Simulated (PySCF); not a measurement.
# AsO: the cost of one run

Computed with PySCF 2.14.0. Level: each script names its method and basis.

### Step 1. The system as given

AsO: 2 atoms, charge 0, spin multiplicity 2.

Bond lengths: As1–O2 1.864 Å.

### Step 2. Base script

Contents of input.py:

```python
from pyscf import gto, dft

mol = gto.M(
    atom='As 0 0 0; O 0 0 1.864',
    basis='cc-pvdz-dk',
    charge=0,
    spin=1,
    verbose=3,
)
mf = dft.UKS(mol, xc='bp86')
mf = mf.sfx2c1e()
mf.kernel()
g = mf.nuc_grad_method()
g.grid_response = True
g.kernel()
mf.dip_moment()
print('orbital energies (hartree):', [e[max(0, n-3):n+3].round(4) for e, n in zip(mf.mo_energy, mol.nelec)])
```

Command:

```sh
> OMP_NUM_THREADS=1 python input.py
```

**Question.** How long does this run take on 1 thread of Arm Neoverse V2, shared host, and how much memory does it need?

About 4.2 s, with a peak of 0.23 GiB.
